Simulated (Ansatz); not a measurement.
# CH6N2Si, SMILES NC1N[SiH2]1: harmonic frequencies at the relaxed geometry

Program: Ansatz 0.2.0 through its Python package.

`ch6n2si.xyz`
```text
10

N    -0.96110    1.01330    0.87420
C     0.23030    0.47480    0.39110
N     0.04620   -0.02150   -0.94500
Si    0.50250   -1.34470    0.06320
H    -1.77040    0.64810    0.29500
H    -1.03570    2.06330    0.61350
H     1.18260    0.98220    0.66550
H     0.93620    0.18570   -1.51130
H    -0.76790   -2.19980   -0.00240
H     1.72040   -1.85250   -0.44090
```

The cells in order, each with its output:

In [1]:
```python
import ansatz as az
import numpy as np
```

In [2]:
```python
config = {
    'basis': '6-31G*',
    'functional': 'pbe0',
}
```

In [3]:
```python
ch6n2si = az.Crystal.molecule_from_extxyz('ch6n2si.xyz')
```

In [4]:
```python
job = (
    ch6n2si.calculation()
    .basis(gaussian=config['basis'])  # the orbital basis, by name
    .functional(config['functional'])
)
symbols = [site.symbol for site in ch6n2si.cartesian_sites]
start = np.array([site.position_ang for site in ch6n2si.cartesian_sites], dtype=float)
report = job.relax(force_tolerance=0.003, max_steps=100).run(threads=1).report
end = np.array(report['positions_ang'])
```

In [5]:
```python
print('final positions (A) and the move of each atom')
for symbol, xyz, old in zip(symbols, end, start):
    print(f'{symbol:2s} {xyz[0]:10.5f} {xyz[1]:10.5f} {xyz[2]:10.5f}   {np.linalg.norm(xyz - old):7.4f}')

# frequencies need a stationary point, so they are taken at the relaxed geometry
minimum = az.Crystal.molecule()
for symbol, place in zip(symbols, end):
    minimum = minimum.atom(symbol, place.tolist())
vibrating = minimum.calculation()
vibrating = vibrating.basis(gaussian=config['basis'])
vibrating = vibrating.functional(config['functional']).phonons(temperatures=(200, 600, 100))
vib = vibrating.run(threads=1).report['vibrations']
sums = vib['harmonic_sums']
modes = [m['omega_inv_cm'] for m in sums['modes_at_gamma'] if m['rigid_motion'] == 'no']
for number, w in enumerate(modes, start=1):
    print(f'mode {number:2d} {w:9.1f} 1/cm {w / 8065.544 * 1000:8.2f} meV')
print('imaginary modes:', sum(w < 0 for w in modes), ' zero-point energy:', round(sums['zero_point_energy_ev'], 4), 'eV')
print('T (K)   F_vib (eV)   S_vib (meV/K)   C_vib (meV/K)')
for row in zip(sums['temperatures_k'], sums['vibrational_free_energy_ev'], vib['entropy_ev_per_k'], vib['heat_capacity_ev_per_k']):
    print(f'{row[0]:6.1f} {row[1]:11.4f} {1000 * row[2]:13.4f} {1000 * row[3]:15.4f}')

# all hydrogen replaced by deuterium
heavier = vibrating.phonons(masses={'H': 2.014102}).run(threads=1).report['vibrations']['harmonic_sums']
print('deuterated (1/cm):', ' '.join(f'{m["omega_inv_cm"]:.0f}' for m in heavier['modes_at_gamma'] if m['rigid_motion'] == 'no'))
print('zero-point energy falls by', round(sums['zero_point_energy_ev'] - heavier['zero_point_energy_ev'], 4), 'eV')
```
```text
final positions (A) and the move of each atom
N    -0.91038    1.09705    0.90419    0.1024
C     0.22182    0.44699    0.32290    0.0741
N     0.18514    0.06858   -1.12150    0.2420
Si    0.38009   -1.34212   -0.12083    0.2210
H    -1.75901    0.57513    0.70757    0.4191
H    -1.03420    2.01434    0.47702    0.1450
H     1.14941    0.93245    0.64352    0.0637
H     0.88976    0.47242   -1.72972    0.3634
H    -0.74172   -2.31250   -0.12298    0.1671
H     1.70219   -2.00344    0.04273    0.5070
mode  1     226.7 1/cm    28.11 meV
mode  2     309.9 1/cm    38.43 meV
mode  3     419.1 1/cm    51.96 meV
mode  4     514.7 1/cm    63.82 meV
mode  5     560.8 1/cm    69.53 meV
mode  6     608.8 1/cm    75.48 meV
mode  7     650.9 1/cm    80.70 meV
mode  8     733.1 1/cm    90.89 meV
mode  9     766.7 1/cm    95.06 meV
mode 10     882.3 1/cm   109.39 meV
mode 11     940.3 1/cm   116.58 meV
mode 12     991.4 1/cm   122.92 meV
mode 13    1047.7 1/cm   129.90 meV
mode 14    1120.5 1/cm   138.92 meV
mode 15    1230.9 1/cm   152.61 meV
mode 16    1287.1 1/cm   159.58 meV
mode 17    1424.8 1/cm   176.65 meV
mode 18    1707.8 1/cm   211.74 meV
mode 19    2265.7 1/cm   280.91 meV
mode 20    2291.1 1/cm   284.06 meV
mode 21    3111.5 1/cm   385.78 meV
mode 22    3490.6 1/cm   432.78 meV
mode 23    3582.6 1/cm   444.19 meV
mode 24    3599.1 1/cm   446.24 meV
imaginary modes: 0  zero-point energy: 2.0931 eV
T (K)   F_vib (eV)   S_vib (meV/K)   C_vib (meV/K)
 200.0      2.0852        0.1405          0.3088
 300.0      2.0626        0.3159          0.5710
 400.0      2.0213        0.5122          0.7965
 500.0      1.9602        0.7100          0.9759
 600.0      1.8795        0.9010          1.1184
deuterated (1/cm): 169 257 341 382 454 486 524 624 671 696 733 758 840 948 1006 1075 1199 1306 1624 1658 2289 2526 2624 2650
zero-point energy falls by 0.4912 eV
```

The frequencies are harmonic and unscaled, in a modest basis. Finished in 4.7 min on 1 thread of Arm Neoverse V2 (shared host), peak memory 0.23 GiB.
